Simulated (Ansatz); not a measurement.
# Pb: the cost of one run

Computed with Ansatz 0.2.0 (DFT r2SCAN, scalar-relativistic, plane waves, PAW, unless a step's input says otherwise).

This is Pb in the hcp structure; at room conditions it is fcc.

**1. The starting structure**

Symmetry: P6_3/mmc, No. 194, hexagonal system. The conventional cell has a = 3.480 Å, b = 3.480 Å, c = 5.590 Å, α = 90.00°, β = 90.00°, γ = 120.00°. Around Pb (site symmetry -6m2) lie 12 Pb at 3.44 to 3.48 Å.

Structure file:

```
CELL_PARAMETERS angstrom
3.48000 0.00000 0.00000
-1.74000 3.01377 0.00000
0.00000 0.00000 5.59000
ATOMIC_POSITIONS crystal
Pb 0.33333 0.66667 0.25000
Pb 0.66667 0.33333 0.75000
```

No relaxation comes first: the listed cell is the starting point.

**2. The reference: the undisturbed cell on the scan's mesh**

The input, input.yaml:

```yaml
crystal:
  lattice:
    - [3.4800006906, 0.0, 0.0]
    - [-1.7400003453, 3.0137690032, 0.0]
    - [0.0, 0.0, 5.59]
  atoms:
    - { symbol: Pb, position: [0.3333333333, 0.6666666667, 0.25] }
    - { symbol: Pb, position: [0.6666666667, 0.3333333333, 0.75] }
basis:
  ecutwfc: 500
kpoints:
  mp_grid: { grid: [18, 18, 10] }
hamiltonian:
  xc: r2scan
scf:
  occupations: { method: gaussian, width: 0.15 }
output:
  forces: true
  stress: true
  eigenvalues: true
  write_density: true
  write_potential: true
  elf: true
  volumetric_format: npy
```

Command:

```sh
$ ansatz run input.yaml --threads 1 --pin off --max-ram 2560MiB --backend cpu --events-out ev --progress --plain --runs-dir out
```

What time and memory should one allow on 1 thread of Arm Neoverse V1, shared host?

About 40 s, with a peak of 0.62 GiB.
